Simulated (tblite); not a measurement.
# F2GeH4NOSi: the cost of one run

Computed with tblite 0.8.0 and PySCF 2.14.0; each step states its level. No surroundings beyond the atoms listed, unless a continuum is named. Atoms count from 0, parts from 1.

## 1. Starting point

10 atoms, charge 0, multiplicity 2; geometry: distance geometry start.

## 2. Relaxing the cluster with GFN2-xTB

Job settings and geometry (Å):

```
{"job": {"kind": "relax", "xc": "GFN2-xTB", "basis": "xTB"}, "charge": 0, "multiplicity": 2}
Si    -1.143848     0.447212     0.178595
O      0.298640     0.364061    -0.755625
Ge     1.695044    -0.241176     0.132306
F     -0.957719    -0.063744     1.767801
F     -1.711722     2.013280     0.036414
N     -2.307037    -0.641366    -0.671007
H      2.962624    -0.181837    -0.806571
H      1.454017    -1.759866     0.417369
H      2.009551     0.534670     1.436911
H     -2.304835    -0.457314    -1.721301
```

Level: GFN2-xTB geometry optimisation, gas phase.

Command:

```console
> OMP_NUM_THREADS=1 python cluster_run.py task.json out
```

This one command runs all jobs of the session in turn.

**Question.** How long does this first job take on 1 thread of Arm Neoverse V1, shared host?

About 2 s.
